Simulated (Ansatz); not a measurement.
**AlH₅SSn: small, medium and large basis sets**

Aim: see how fast density functionals converge with the basis set for AlH₅SSn.

Computed with Ansatz 0.2.0, Gaussian basis. Level: one geometry, several basis sets.

The runs, in order: PBE0-D4/def2-SVP; ωB97M-V/def2-SVP; PBE0-D4/def2-QZVPP; ωB97M-V/def2-QZVPP; the functionals' def2-TZVPP values are taken from earlier runs.

### Step 1. The relaxed structure

All runs share one geometry, relaxed beforehand with PBE0-D4 in a triple-zeta def2 set. Sn takes the def2 core potential; no spin-orbit term is included.

SMILES `[AlH2][S][SnH3]`, 8 atoms, charge 0, spin multiplicity 1.

Atoms are counted from 1 here; the program's logs count them from 0.

Bond lengths: Al1–S2 2.170 Å, Al1–H4 1.586 Å, Al1–H5 1.579 Å, S2–Sn3 2.412 Å, Sn3–H6 1.704 Å, Sn3–H7 1.703 Å, Sn3–H8 1.704 Å. Angles: S2–Al1–H4 118.5°, S2–Al1–H5 118.1°, H4–Al1–H5 123.5°, Al1–S2–Sn3 98.8°, S2–Sn3–H6 109.1°, S2–Sn3–H7 105.1°, S2–Sn3–H8 109.1°, H6–Sn3–H7 111.2°, H6–Sn3–H8 110.8°, H7–Sn3–H8 111.2°.

### Step 2. PBE0-D4 in def2-SVP

File in.yaml:

```yaml
crystal:
  periodic: [false, false, false]
  atoms:
    - {symbol: Al, position_ang: [-0.966736, 1.148595, -1.255983]}
    - {symbol: S, position_ang: [-1.236179, 0.537409, 0.809002]}
    - {symbol: Sn, position_ang: [0.700907, -0.882466, 1.031138]}
    - {symbol: H, position_ang: [0.287083, 0.591864, -2.051121]}
    - {symbol: H, position_ang: [-2.033969, 2.127120, -1.886750]}
    - {symbol: H, position_ang: [0.593256, -2.155023, -0.097513]}
    - {symbol: H, position_ang: [0.641617, -1.469310, 2.628939]}
    - {symbol: H, position_ang: [2.106319, 0.044711, 0.766287]}
basis:
  gaussian: {orbitals: def2-SVP}
hamiltonian: {xc: pbe0, dispersion: d4}
output: {orbitals: {seedname: orbitals}}
```

Run with:

```
ansatz run in.yaml --threads 2 --pin off --events-out ev --progress --plain --max-ram 4352MiB
```

After this run come: ωB97M-V in def2-SVP; PBE0-D4 in def2-QZVPP; ωB97M-V in def2-QZVPP.

**Question.** What will the summary of the whole plan be? Wanted: PBE0-D4: double and triple zeta above quadruple; ωB97M-V: double and triple zeta above quadruple.

**Answer**, as computed:

```
                                       quantity          value
PBE0-D4: double and triple zeta above quadruple  6.98, 0.59 eV
ωB97M-V: double and triple zeta above quadruple  7.00, 0.57 eV
```

For PBE0-D4 the step from double to triple zeta gains 6.39 eV and the next only 0.59 eV. These are total energies; as a rule much of such shifts cancels in differences, which this series doesn't test.
